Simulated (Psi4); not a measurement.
# GeH2Br (SMILES [GeH2][Br]) at U-wB97X-V/aug-cc-pVDZ

Aim: the vertical electron affinity of GeH2Br at U-wB97X-V/aug-cc-pVDZ, from 2 runs. 

Program for the calculation: Psi4 1.11.

## Step 1: Starting point

GeH2Br: 4 atoms, total charge 0, spin state doublet. SMILES: `[GeH2][Br]`. The shape is that of a PBE0-D4/def2-TZVP optimisation.

Bond lengths: Ge1–Br2 2.308 Å, Ge1–H3 1.546 Å, Ge1–H4 1.546 Å. Angles: Br2–Ge1–H3 107.1°, Br2–Ge1–H4 107.1°, H3–Ge1–H4 111.8°.

## Step 2: The energy at U-wB97X-V/aug-cc-pVDZ

The input, input.dat:

```
memory 1600 MB

molecule molecule1 {
  0 2
  Ge     0.070100    -0.433600    -0.287800
  Br     1.030500     0.294100     1.680700
  H     -1.452500    -0.535300    -0.040300
  H      0.407400     0.614600    -1.372800
  symmetry c1
}

set reference uks
set puream true
set e_convergence 1e-09
set d_convergence 1e-08
set scf_type pk
set dft_radial_points 99
set dft_spherical_points 590
set maxiter 200

result = energy("wb97x-v/aug-cc-pVDZ")
print_variables()
```

Run with:

```console
psi4 -n 1 input.dat output.dat
```

output.dat (excerpt; [...] marks lines left out):

```text
[...]
  Running in c1 symmetry.
[...]
  Nuclear repulsion =  290.730269731501835
[...]
  Multiplicity = 2
[...]
  Nalpha       = 35
  Nbeta        = 34
[...]
    Number of basis functions: 90
[...]
   @UKS iter   1: -4651.16098411001076   -4.49619e+00   1.37913e-02 ADIIS/DIIS
[...]
   @UKS iter  13: -4651.86768597252376   -1.45519e-11   5.97218e-09 DIIS
[...]
   @S^2 Observed:                7.524698664E-01
[...]
    Orbital Energies [Eh]
    ---------------------
    Alpha Occupied:
       1A   -482.678287     2A   -398.657646     3A    -62.556633
       4A    -56.362773     5A    -56.360604     6A    -56.360175
       7A    -49.905255     8A    -44.419268     9A    -44.418159
      10A    -44.417013    11A     -8.812147    12A     -6.640341
      13A     -6.631865    14A     -6.630635    15A     -6.387346
      16A     -4.561418    17A     -4.558367    18A     -4.554859
      19A     -2.758443    20A     -2.756300    21A     -2.755404
      22A     -2.748754    23A     -2.748726    24A     -1.383406
      25A     -1.381746    26A     -1.378923    27A     -1.378491
      28A     -1.376456    29A     -0.905998    30A     -0.680077
      31A     -0.485257    32A     -0.466525    33A     -0.420352
      34A     -0.395097    35A     -0.322199
[...]
  @UKS Final Energy: -4651.86768597252376
   => Energetics <=
    Nuclear Repulsion Energy =            290.7302697315018349
    One-Electron Energy =               -7056.2905547383888916
    Two-Electron Energy =                2246.9185777090247029
    DFT Exchange-Correlation Energy =    -133.5138069890769543
    Empirical Dispersion Energy =           0.0000000000000000
    VV10 Nonlocal Energy =                  0.2878283144168045
    Total Energy =                      -4651.8676859725228496
[...]
 Multipole Moments:
 ------------------------------------------------------------------------------------
     Multipole            Electronic (a.u.)      Nuclear  (a.u.)        Total (a.u.)
 ------------------------------------------------------------------------------------
 L = 1.  Multiply by 2.5417464519 to convert [e a0] to [Debye]
 Dipole X            :          1.2212242           -1.5321275           -0.3109032
 Dipole Y            :         -0.9590421            0.7595528           -0.1994893
 Dipole Z            :          0.8767551           -1.4829228           -0.6061677
 Magnitude           :                                                    0.7098564
[...]
```

Wall time 59 s (1 thread of AMD EPYC 9R45 (Zen 5), shared host); peak memory 1.1 GiB.

## Step 3: The singlet anion at the same level

The input, run.py:

```python
import numpy as np
from ase.calculators.psi4 import Psi4
from ase import Atoms

mol = Atoms(['Ge', 'Br', 'H', 'H'], positions=[
    [0.070100, -0.433600, -0.287800],
    [1.030500, 0.294100, 1.680700],
    [-1.452500, -0.535300, -0.040300],
    [0.407400, 0.614600, -1.372800],
])
calc = Psi4(atoms=mol, method='wb97x-v', basis='aug-cc-pVDZ', memory='1600MB', num_threads=1, charge=-1, multiplicity=1, label='calc')
calc.psi4.set_options({'puream': True, 'e_convergence': 1e-09, 'd_convergence': 1e-08, 'scf_type': 'pk', 'dft_radial_points': 99, 'dft_spherical_points': 590})
mol.calc = calc

print(f'energy: {mol.get_potential_energy():.6f} eV')
```

Run with:

```console
python run.py
```

calc.dat (excerpt; [...] marks lines left out):

```text
[...]
  Running in c1 symmetry.
[...]
  Nuclear repulsion =  290.730269731501835
[...]
  Multiplicity = 1
[...]
  Nalpha       = 35
  Nbeta        = 35
[...]
    Number of basis functions: 90
[...]
   @RKS iter   1: -4651.00002186306119   -4.33522e+00   1.48335e-02 DIIS/ADIIS
[...]
   @RKS iter  13: -4651.92596071097250   -7.73070e-11   9.37104e-09 DIIS
[...]
    Orbital Energies [Eh]
    ---------------------
    Doubly Occupied:
       1A   -482.478910     2A   -398.400281     3A    -62.357717
       4A    -56.163316     5A    -56.161681     6A    -56.161471
       7A    -49.649081     8A    -44.162822     9A    -44.161305
      10A    -44.160910    11A     -8.613424    12A     -6.440265
      13A     -6.433598    14A     -6.432856    15A     -6.130378
      16A     -4.305799    17A     -4.300172    18A     -4.296677
      19A     -2.558724    20A     -2.556938    21A     -2.556355
      22A     -2.551138    23A     -2.551124    24A     -1.128212
      25A     -1.125976    26A     -1.122093    27A     -1.118724
      28A     -1.117242    29A     -0.706288    30A     -0.444646
      31A     -0.265108    32A     -0.258083    33A     -0.221678
      34A     -0.200586    35A     -0.062898
[...]
  @RKS Final Energy: -4651.92596071097250
   => Energetics <=
    Nuclear Repulsion Energy =            290.7302697315018349
    One-Electron Energy =               -7071.7319004409691843
    Two-Electron Energy =                2262.3965357787778885
    DFT Exchange-Correlation Energy =    -133.6108737183679409
    Empirical Dispersion Energy =           0.0000000000000000
    VV10 Nonlocal Energy =                  0.2900079380841339
    Total Energy =                      -4651.9259607109734134
[...]
 Multipole Moments:
 ------------------------------------------------------------------------------------
     Multipole            Electronic (a.u.)      Nuclear  (a.u.)        Total (a.u.)
 ------------------------------------------------------------------------------------
 L = 1.  Multiply by 2.5417464519 to convert [e a0] to [Debye]
 Dipole X            :          1.7671491           -1.5321275            0.2350216
 Dipole Y            :         -0.2422432            0.7595528            0.5173096
 Dipole Z            :          2.2572710           -1.4829228            0.7743481
 Magnitude           :                                                    0.9604475
[...]
```

Standard output:

```text
energy: -126585.353074 eV
```

Run time: 53 s. Hardware: 1 thread of AMD EPYC 9R45 (Zen 5), shared host; peak memory 1.2 GiB.

## Step 4: Outcome

At U-wB97X-V/aug-cc-pVDZ:

| quantity | value |
| --- | --- |
| doublet GeH2Br: total energy | -4651.86769 Eh |
| doublet GeH2Br: dipole moment | 1.80 D |
| doublet GeH2Br: HOMO energy (highest over α and β) | -8.77 eV |
| doublet GeH2Br: LUMO energy (lowest over α and β) | -1.56 eV |
| doublet GeH2Br: ⟨S²⟩ | 0.752 |
| singlet anion: total energy | -4651.92596 Eh |
| singlet anion: HOMO energy | -1.71 eV |
| singlet anion: LUMO energy | 4.33 eV |
| singlet anion: HOMO–LUMO gap (to an unbound level, set by the basis) | 6.04 eV |
| vertical electron affinity (to the singlet anion) | 1.586 eV |

In words: At fixed nuclei the extra electron is bound by 1.59 eV (37 kcal/mol).
